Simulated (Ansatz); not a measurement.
# Ta4NiO11 (P1) in Ansatz: single point with PBE

Aim: the single point of Ta4NiO11 with PBE.

All numbers are computed with Ansatz 0.2.0; they aren't measurements. Logs are shortened: lines on timing, memory, paths and dates and some standing lists are left out, and cuts for length are marked.

## (1) Starting point

The typed cell holds 16 atoms: a = 5.293 Å, b = 5.336 Å, c = 7.911 Å, α = 90.30°, β = 93.72°, γ = 90.45°.

The cell was built by a generator and needn't be a form met in nature.

## (2) Single point, PBE, collinear spin, ferromagnetic start

File input.yaml:

```yaml
crystal:
  lattice:
    - [5.29285, -0.00032, -0.02518]
    - [-0.0419, 5.33569, 0.0234]
    - [-0.4762, -0.07999, 7.89609]
  atoms:
    - { symbol: Ta, position: [0.52261, 0.46364, 0.51843] }
    - { symbol: Ta, position: [0.55532, 0.53163, 0.98083] }
    - { symbol: Ta, position: [0.02338, 0.98832, 0.50961] }
    - { symbol: Ta, position: [0.04916, 0.02484, 0.01689] }
    - { symbol: Ni, position: [0.06538, 0.57998, 0.26898], spin: 1.0 }
    - { symbol: O, position: [0.96711, 0.93834, 0.23892] }
    - { symbol: O, position: [0.21005, 0.28324, 0.4299] }
    - { symbol: O, position: [0.27287, 0.71995, 0.06145] }
    - { symbol: O, position: [0.33888, 0.2382, 0.03682] }
    - { symbol: O, position: [0.30665, 0.75341, 0.45874] }
    - { symbol: O, position: [0.50103, 0.44858, 0.74991] }
    - { symbol: O, position: [0.70564, 0.16332, 0.48732] }
    - { symbol: O, position: [0.73302, 0.83358, 0.9406] }
    - { symbol: O, position: [0.85284, 0.36497, 0.07896] }
    - { symbol: O, position: [0.81889, 0.65561, 0.47584] }
    - { symbol: O, position: [0.07718, 0.01239, 0.7468] }
hamiltonian:
  xc: pbe
  pseudopotentials: { kind: nc }
magnetization:
  spin_polarized: true
kpoints:
  mp_grid: { grid: [5, 5, 4] }
scf:
  occupations: { method: fermi_dirac, width: 0.05 }
output:
  forces: true
  stress: true
  eigenvalues: true
  write_density: true
  write_potential: true
  elf: true
  volumetric_format: npy
```

Potentials or basis: Ansatz NC.

Launch:

```bash
$ ansatz run input.yaml --threads 8 --pin off --max-ram 20480MiB --backend cpu --events-out ev --progress --plain --runs-dir out
```

The log of the run:

```text
Warning: RAYON_NUM_THREADS=8 ignored (pool sized by the plan → 8); use --threads N
Engine: ansatz 0.2.0, x86_64-unknown-linux-gnu
Pseudopotentials: kind: nc
Pseudopotential: Ta, nc, valence charge 27, recommended cutoff 1000 eV (normal), Ta.nc.azcp
Pseudopotential: Ni, nc, valence charge 18, recommended cutoff 1400 eV (normal), Ni.nc.azcp
Pseudopotential: O, nc, valence charge 6, recommended cutoff 1240 eV (normal), O.nc.azcp
Functional definition: PBE
  parameter kappa = 0.804
  parameter beta = 0.06672455060314922
  exchange = pbe_x(kappa = kappa, mu = beta*pi^2/3)
  correlation = pbe_c(beta = beta)
Crystal: 16 atoms, lattice volume = 222.939 Å³
Basis set: ecut = 1400 eV, 26503 PW (Γ), exchange–correlation on 144×144×200 points (8 copies of the dense FFT grid, shifted against one another)
Bands: 116, of which v1, the nominal top of the filled ones, is band 96 counted from 1 (95 counted from 0)
Symmetry: 1 space group operations
Space group: P1 (ITA 1), of the structure as read, at distance tolerance 6.1e-5 Å
Magnetic group: BNS 1.1 (UNI 1), of the structure as read, at distance tolerance 6.1e-5 Å
k-points: 51 of 100 (time reversal used)
Non-local potential: Ta, projectors of the file, l = 0: 2, l = 1: 2, l = 2: 2, l = 3: 2
Non-local potential: Ni, projectors of the file, l = 0: 2, l = 1: 2, l = 2: 2
Non-local potential: O, projectors of the file, l = 0: 2, l = 1: 2, l = 2: 1
Initial density: superposition of atomic densities (chi_scale 0.1, normalization cell, long waves kept (reshape's long-wave potential 0.07 eV rms))
Starting moments: Σ|m| = 1 μB on 1 of 16 sites
Initial wavefunctions: pseudopotential atomic-orbital guess
Functional: x = pbe(κ = 0.804, μ = 0.2195149727645171), c = pbe(β = 0.06672455060314922)
SCF iter   1: F=—  HF=-42029.567732 eV  |F-HF|=—  |Δ(HF+E_count)|=         —  Δρ=8.19e-2 (↑5.91e-2 ↓8.19e-2)  dr2=3.55e1  dr2_m=6.95e-1  M=0.982 μB ∫|m|=0.992 μB  β_m=0.30  ethr=3.10e-3  ⟨swp⟩=6.0  Hψ=40266  notcnv=0  defer=214
preconditioner: auto → Kerker (q_TF=auto, 2.661 Å⁻¹)  [metal: Δε(μ)=0.004 eV  Ē_g=16.662 eV  σ=0.050 eV  W_gap=0.02  n_scr=68 (ndim 8)  ℏωp=30.7 eV  f_vac=0.137  D(μ)=7.07/eV (n_scr^D=50)]
spin=Collinear: Kerker preconditioning applied to the charge; magnetization (m = ρ↑ − ρ↓) channel mixes plain (no charge-response kernel on spin).
SCF iter   2: F=—  HF=-42024.911612 eV  |F-HF|=—  |Δ(HF+E_count)|=    4.66e0  Δρ=6.74e-2 (↑3.55e-2 ↓6.74e-2)  dr2=9.70e0  dr2_m=2.57e0  M=1.978 μB ∫|m|=1.995 μB  β_m=1.00  ethr=3.10e-3  ⟨swp⟩=2.0  Hψ=24236  notcnv=0  defer=1264
[... 26 lines left out ...]
Spin contamination: 0.0057 ħ² per cell (⟨S²⟩ above its minimum at these occupations)
Per-site moments (μB) at R_I (Å): [(0.0020101157960374424, 0.7607659291198434), (0.0024365653066084556, 0.7758208060523252), (0.0002836430667307547, 0.7767540663396234), (0.002315206555449757, 0.7817019062428938), (1.5212528567564194, 0.8237619090664448), (0.09097706128795699, 0.7817019062428938), (0.038877518465155365, 0.8163890705282184), (0.06137276176079015, 0.8033058943111275), (0.0034362019326223494, 0.7839108297365748), (0.07446722400891098, 0.8131440673273178), (0.001642234818283428, 0.7607659291198434), (0.0031326906027199864, 0.7846674614680175), (0.004406651466148837, 0.7828853763416509), (0.044047541583154784, 0.7981614506804643), (0.05047716006096529, 0.7901011777137245), (0.003766734086872767, 0.7767540663396234)]
Free energy (F): -42022.544453 eV
Harris-Foulkes:  -42022.544453 eV  (|F-HF|=2.22e-9)
Internal energy: -42022.544452 eV  (E = F + TS)
E sigma→0 (E₀):  -42022.544453 eV
Entropy (-TS):   -0.000001 eV (-0.000 meV/atom)
Fermi energy:    10.770895 eV
--- Per-component energies (eV) ---
  E_band       = -1766.135705
  E_kinetic    = 20013.171323
  E_local      = -39012.028966  (includes V_loc(G=0)·N_el)
  E_nonlocal   = -8542.109565
  E_hartree    = 15360.201487
  E_xc         = -7356.448017
  E_vxc        = -4945.572507  (∫ρ·V_xc dr)
  E_ewald      = -22485.330714
  E_smearing   = -0.000001  (= −TS)
  E_closure    = 0.000000  (closes the sum)
  Σ components = -42022.544453   (vs F -42022.544453, Δ=0.00e0)
--- Forces (eV/Å), atoms counted from 1 ---
  atom   1  Ta    -0.01597391     0.01226368    -0.02685328
  atom   2  Ta    -0.00015509    -0.02210444     0.02579558
  atom   3  Ta     0.00646187    -0.00973635    -0.01861983
  atom   4  Ta    -0.00343157     0.00036681    -0.02870245
  atom   5  Ni     0.00215111    -0.00670657     0.00458846
  atom   6  O     -0.00413799    -0.01205553     0.02197479
[... 8 lines left out ...]
  atom  15  O      0.00647246    -0.00150202    -0.00389788
  atom  16  O      0.00536732    -0.00082661     0.02312364
  max |Σ_I F_I| component: 5.84e-5 eV/Å
--- Stress (GPa, compression-positive) ---
        0.102960       0.025072      -0.019158
        0.025072       0.111983       0.011945
       -0.019158       0.011945       0.163513
  P = ⅓ Tr σ = 0.1262 GPa (1.262 kbar)
--- Band table (eV; the first three rows and the last of 102) ---
  k-point 0 ↑: bands = ["-93.7246", "-58.1344", "-58.0300", "-58.0248", "-57.9281", "-54.2882", "-54.2393", "-53.9893", "-25.0422", "-24.8538", "-24.7443", "-24.7432", "-24.6956", "-24.6326", "-24.5957", "-24.5597", "-24.5267", "-24.5050", "-24.4730", "-24.4619", "-10.2446", "-10.1101", "-10.1041", "-10.0948", "-10.0722", "-10.0594", "-10.0440", "-10.0234", "-10.0200", "-10.0026", "-9.9796", "-9.9749", "-9.9397", "-9.9337", "-9.9224", "-9.9200", "-9.9025", "-9.8918", "-9.8863", "-9.8798", "-9.8697", "-9.8601", "-9.8263", "-9.8129", "-9.7982", "-9.7865", "-9.7852", "-9.7835", "-8.4597", "-8.1156", "-7.9606", "-7.6108", "-7.3683", "-7.2390", "-6.9002", "-6.7978", "-6.4939", "-6.2805", "-5.9258", "3.9388", "4.0261", "4.1130", "4.2284", "4.2844", "4.5040", "4.6195", "4.8147", "4.9617", "5.1629", "5.3702", "5.6109", "5.7992", "5.9206", "6.1017", "6.3666", "6.6554", "6.8736", "6.9202", "7.1274", "7.3618", "7.6147", "7.8931", "7.9876", "8.0731", "8.1471", "8.3137", "8.4560", "8.5264", "8.6058", "8.7991", "8.8634", "8.9047", "9.1680", "9.3212", "9.3618", "9.7025", "9.8760", "12.5167", "12.6471", "13.0155", "13.2236", "13.3139", "13.7401", "14.1325", "14.5298", "14.8501", "15.0052", "15.1254", "15.2941", "15.5203", "15.7182", "16.4833", "16.8735", "17.1474", "17.3366", "17.9877"]
  k-point 1 ↑: bands = ["-93.7246", "-58.1344", "-58.0300", "-58.0248", "-57.9281", "-54.2882", "-54.2393", "-53.9893", "-25.0411", "-24.8550", "-24.7443", "-24.7431", "-24.6955", "-24.6318", "-24.5925", "-24.5563", "-24.5270", "-24.5055", "-24.4740", "-24.4680", "-10.2437", "-10.1101", "-10.1044", "-10.0948", "-10.0726", "-10.0594", "-10.0440", "-10.0234", "-10.0200", "-10.0026", "-9.9796", "-9.9749", "-9.9397", "-9.9337", "-9.9224", "-9.9200", "-9.9025", "-9.8918", "-9.8863", "-9.8799", "-9.8698", "-9.8601", "-9.8256", "-9.8136", "-9.8003", "-9.7864", "-9.7852", "-9.7836", "-8.4285", "-8.1665", "-7.9239", "-7.6105", "-7.3584", "-7.1603", "-6.8990", "-6.7971", "-6.4997", "-6.4092", "-5.9258", "3.9268", "4.0274", "4.1246", "4.2653", "4.3078", "4.5704", "4.6624", "4.8437", "4.9544", "5.2955", "5.4286", "5.6961", "5.7808", "5.9988", "6.0792", "6.2053", "6.5542", "6.6525", "6.9387", "7.0838", "7.3144", "7.5969", "7.7935", "7.9492", "8.0074", "8.2222", "8.3127", "8.4449", "8.5708", "8.6912", "8.7994", "8.8670", "8.9209", "9.1531", "9.3159", "9.3744", "9.6899", "9.8792", "12.5123", "12.6436", "13.0620", "13.3664", "13.5292", "13.7555", "14.1512", "14.5412", "14.8037", "14.9167", "15.0832", "15.3331", "15.5578", "15.6949", "15.9511", "16.6263", "17.3003", "17.5888", "17.8845"]
  k-point 2 ↑: bands = ["-93.7246", "-58.1344", "-58.0300", "-58.0248", "-57.9281", "-54.2882", "-54.2393", "-53.9893", "-25.0400", "-24.8562", "-24.7443", "-24.7431", "-24.6954", "-24.6311", "-24.5893", "-24.5511", "-24.5277", "-24.5065", "-24.4786", "-24.4712", "-10.2429", "-10.1101", "-10.1047", "-10.0948", "-10.0729", "-10.0594", "-10.0440", "-10.0234", "-10.0200", "-10.0026", "-9.9796", "-9.9748", "-9.9397", "-9.9337", "-9.9224", "-9.9200", "-9.9025", "-9.8918", "-9.8863", "-9.8800", "-9.8699", "-9.8601", "-9.8246", "-9.8147", "-9.8022", "-9.7863", "-9.7852", "-9.7837", "-8.3874", "-8.2187", "-7.8970", "-7.6103", "-7.3533", "-7.0276", "-6.8923", "-6.7935", "-6.6159", "-6.4838", "-5.9259", "3.8772", "4.0529", "4.1297", "4.2619", "4.3465", "4.5668", "4.7734", "4.9357", "5.0668", "5.3704", "5.4127", "5.8369", "5.8739", "5.9094", "6.0728", "6.1839", "6.4020", "6.5219", "6.8219", "7.0184", "7.3048", "7.3891", "7.6807", "7.9654", "8.0080", "8.1575", "8.3620", "8.5271", "8.6198", "8.7577", "8.7751", "8.9004", "8.9584", "9.1343", "9.3156", "9.3797", "9.6769", "9.8830", "12.5063", "12.6452", "13.0993", "13.4350", "13.7791", "14.0881", "14.3746", "14.3930", "14.6497", "14.7392", "14.9274", "15.2578", "15.5086", "15.5866", "15.7976", "16.2663", "17.5722", "17.7425", "18.0493"]
  k-point 50 ↓: bands = ["-91.8861", "-58.1320", "-58.0268", "-58.0225", "-57.9278", "-52.2316", "-52.2250", "-52.1677", "-25.0398", "-24.8541", "-24.7359", "-24.7188", "-24.6647", "-24.6241", "-24.5947", "-24.5631", "-24.5454", "-24.5097", "-24.4823", "-24.4693", "-10.2369", "-10.1083", "-10.0984", "-10.0938", "-10.0700", "-10.0505", "-10.0410", "-10.0203", "-10.0189", "-9.9981", "-9.9785", "-9.9721", "-9.9379", "-9.9251", "-9.9207", "-9.9171", "-9.9008", "-9.8980", "-9.8857", "-9.8794", "-9.8671", "-9.8576", "-9.8253", "-9.8133", "-9.7995", "-9.7892", "-9.7858", "-9.7829", "-8.1749", "-7.8652", "-7.5253", "-7.4345", "-7.3338", "-7.1469", "-7.0105", "-6.8920", "-6.8454", "-6.3671", "-6.1240", "3.9503", "4.1344", "4.3986", "4.5211", "4.5844", "4.6771", "5.0247", "5.1483", "5.2553", "5.5587", "5.6656", "5.8329", "6.0014", "6.1776", "6.4005", "6.5289", "6.7288", "6.8590", "7.0524", "7.1555", "7.3460", "7.5584", "7.7142", "7.8587", "7.9587", "8.1132", "8.2512", "8.3740", "8.5520", "8.6261", "8.7330", "8.8298", "9.0090", "9.8266", "9.9258", "9.9966", "11.4336", "11.8003", "12.9432", "13.1001", "13.4090", "13.6145", "13.6708", "13.9878", "14.1894", "14.3356", "14.6660", "14.8643", "15.0483", "15.1406", "15.5528", "16.1203", "16.3750", "17.1500", "17.5747", "17.7370", "18.2339"]
```

Run time: 6.4 min. Hardware: 8 threads of Intel Xeon at 2.60GHz (Ice Lake), shared host; peak memory 11 GiB.

Results:

```
Free energy            : -42022.5445 eV
Pressure               : 0.1 GPa
Largest force          : 0.034 eV/Å
Band gap on the k mesh : 1.29 eV, indirect (least direct gap 1.38 eV)
Net moment             : 2.00 μB per cell
Absolute moment        : 2.10 μB per cell
Site moments           : Ta +0.00; Ni +1.52; O +0.09, +0.04, +0.06, +0.00, +0.07, +0.05 μB
```

Forces on the atoms (eV/Å):
```
Ta  -0.016  0.012 -0.027
Ta   0.000 -0.022  0.026
Ta   0.006 -0.010 -0.019
Ta  -0.003  0.000 -0.029
Ni   0.002 -0.007  0.005
O   -0.004 -0.012  0.022
O    0.001  0.011 -0.005
O   -0.004 -0.001  0.009
O    0.014  0.019  0.004
O   -0.002 -0.012 -0.001
O    0.006 -0.001  0.007
O   -0.003 -0.002 -0.002
O   -0.003  0.011 -0.008
O   -0.005  0.014  0.000
O    0.006 -0.002 -0.004
O    0.005 -0.001  0.023
```

Levels at points of the mesh, in eV from the valence-band top:
Spin up:
```csv
k point,band 94,band 95,band 96,band 97,band 98,band 99,band 100,band 101
"(0.00, 0.00, 0.00)",-0.78,-0.74,-0.40,-0.22,2.42,2.55,2.92,3.12
"(0.00, 0.00, -0.50)",-0.78,-0.72,-0.42,-0.22,2.41,2.55,3.00,3.34
```
Spin down:
```tsv
k point	band 91	band 92	band 93	band 94	band 95	band 96	band 97	band 98	band 99	band 100
(0.00, 0.00, 0.00)	-1.06	-0.98	-0.25	-0.10	-0.03	1.56	1.67	2.44	2.57	2.94
(0.00, 0.00, -0.50)	-1.05	-0.97	-0.24	-0.09	-0.04	1.58	1.68	2.43	2.57	3.05
```

Caveat: odd divisions of the mesh miss points on the zone boundary, where band edges often lie, so the gap on the mesh can be too wide; spin-orbit coupling is left out, which moves the levels of the heavy elements; a cell with one magnetic atom can't hold antiferromagnetic order, which such compounds often take. Expect the measured gap to be larger: semilocal functionals such as PBE lack the derivative discontinuity.
